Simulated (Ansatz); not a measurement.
# AlFH₃NTe: basis-set convergence

One table from this session's results is given with a row withheld; the runs are named, their logs left out.

Method: one geometry, several basis sets; program: Ansatz 0.2.0, Gaussian basis.

Plan: PBE0-D4/def2-SVP; ωB97M-V/def2-SVP; PBE0-D4/def2-QZVPP; ωB97M-V/def2-QZVPP; the functionals' def2-TZVPP values are taken from earlier runs.

### The geometry

An earlier PBE0-D4 in a triple-zeta def2 set relaxation fixed the geometry. Te takes the def2 core potential; no spin-orbit term is included.

SMILES `[NH2][Al]([F])[TeH]`, 7 atoms, charge 0, spin multiplicity 1.

Atoms are counted from 1 here; the program's logs count them from 0.

Bond lengths: N1–Al2 1.754 Å, N1–H5 1.007 Å, N1–H6 1.006 Å, Al2–F3 1.648 Å, Al2–Te4 2.519 Å, Te4–H7 1.657 Å. Angles: Al2–N1–H5 124.1°, Al2–N1–H6 125.3°, H5–N1–H6 110.6°, N1–Al2–F3 118.6°, N1–Al2–Te4 122.3°, F3–Al2–Te4 119.1°, Al2–Te4–H7 88.7°.

Set-up of the first run:

in.yaml reads:

```yaml
crystal:
  periodic: [false, false, false]
  atoms:
    - {symbol: N, position_ang: [-0.734070, 0.872081, 1.039555]}
    - {symbol: Al, position_ang: [0.355096, -0.038340, 0.008942]}
    - {symbol: F, position_ang: [1.973653, 0.033174, 0.313266]}
    - {symbol: Te, position_ang: [-0.469086, -1.446704, -1.910082]}
    - {symbol: H, position_ang: [-0.434458, 1.438300, 1.816689]}
    - {symbol: H, position_ang: [-1.734790, 0.906511, 0.940514]}
    - {symbol: H, position_ang: [1.104954, -1.832923, -2.254484]}
basis:
  gaussian: {orbitals: def2-SVP}
hamiltonian: {xc: pbe0, dispersion: d4}
output: {orbitals: {seedname: orbitals}}
```

Command:

```
$ ansatz run in.yaml --threads 2 --pin off --events-out ev --progress --plain --max-ram 4352MiB
```

Steps of the session up to this table: PBE0-D4 in def2-SVP; ωB97M-V in def2-SVP; PBE0-D4 in def2-QZVPP; ωB97M-V in def2-QZVPP.

One of the session's tables, all rows but one given; the rest of the session is left out.

```
functional       basis  HOMO (eV)
   PBE0-D4    def2-SVP      -6.63
   PBE0-D4  def2-TZVPP      -6.77
   PBE0-D4  def2-QZVPP          ?
   ωB97M-V    def2-SVP      -8.65
   ωB97M-V  def2-TZVPP      -8.81
   ωB97M-V  def2-QZVPP      -8.85
```

Estimate the missing values for PBE0-D4, def2-QZVPP.

**Answer.** HOMO (eV): -6.80. In the column «HOMO (eV)» it lies between ωB97M-V, def2-SVP (-8.65) and PBE0-D4, def2-TZVPP (-6.77).
